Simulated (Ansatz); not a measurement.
A run of Ansatz 0.2.0 is set up as follows.

Contents of input.yaml:

```yaml
crystal:
  lattice:
    - [2.67346, 0.0, 0.0]
    - [-1.33673, 2.31528, 0.0]
    - [0.0, 0.0, 5.00471]
  atoms:
    - { symbol: Li, position: [0.0, 0.0, 0.0] }
    - { symbol: Mo, position: [0.33333, 0.66667, 0.5] }
hamiltonian:
  xc: rpbe
  pseudopotentials: { kind: paw }
kpoints:
  mp_grid: { grid: [11, 11, 6] }
  band_path:
    path:
      - [[0.0, 0.0, 0.0], [0.5, 0.0, 0.0], [0.3333333333, 0.3333333333, 0.0], [0.0, 0.0, 0.0], [0.0, 0.0, 0.5], [0.5, 0.0, 0.5], [0.3333333333, 0.3333333333, 0.5], [0.0, 0.0, 0.5]]
      - [[0.5, 0.0, 0.5], [0.5, 0.0, 0.0]]
      - [[0.3333333333, 0.3333333333, 0.0], [0.3333333333, 0.3333333333, 0.5]]
    npoints: 14
scf:
  occupations: { method: fermi_dirac, width: 0.05 }
  n_extra_bands: 6
output:
  forces: true
  stress: true
  eigenvalues: true
  fatbands: true
```

Potentials or basis: Ansatz PAW.

Run with:

```bash
$ ansatz run input.yaml --threads 2 --pin off --max-ram 5632MiB --backend cpu --events-out ev --progress --plain --runs-dir out
```

Q: Estimate the pressure.

A: 3.2 GPa.

Q: What does it give for the band gap on the k mesh?

A: None (metal or under the smearing width).

Levels at the corners of the path, in eV from the Fermi level:
```tsv
point	band 5	band 6	band 7	band 8	band 9	band 10	band 11	band 12	band 13	band 14
Γ	-33.91	-5.42	-3.18	-0.28	-0.28	-0.24	2.99	2.99	6.01	14.69
M	-34.28	-4.22	-2.92	-0.70	1.84	2.25	5.27	5.78	6.77	9.53
K	-34.60	-1.49	-1.28	-0.94	-0.87	0.09	4.25	6.01	8.59	10.31
Γ	-33.91	-5.42	-3.18	-0.28	-0.28	-0.24	2.99	2.99	6.01	14.69
A	-33.91	-5.13	-2.39	-2.21	-0.27	-0.27	2.97	2.97	8.72	12.19
L	-34.28	-4.20	-3.05	0.75	1.72	1.79	3.07	5.27	7.77	10.17
H	-34.60	-1.65	-1.39	-0.92	-0.79	1.12	3.64	5.68	8.13	9.50
A	-33.91	-5.13	-2.39	-2.21	-0.27	-0.27	2.97	2.97	8.72	12.19
L	-34.28	-4.20	-3.05	0.75	1.72	1.79	3.07	5.27	7.77	10.17
M	-34.28	-4.22	-2.92	-0.70	1.84	2.25	5.27	5.78	6.77	9.53
K	-34.60	-1.49	-1.28	-0.94	-0.87	0.09	4.25	6.01	8.59	10.31
H	-34.60	-1.65	-1.39	-0.92	-0.79	1.12	3.64	5.68	8.13	9.50
```

Caveat: the PAW data sets come from PBE, with cores solved anew for the run's functional, which leaves a small shift of forces and pressure.
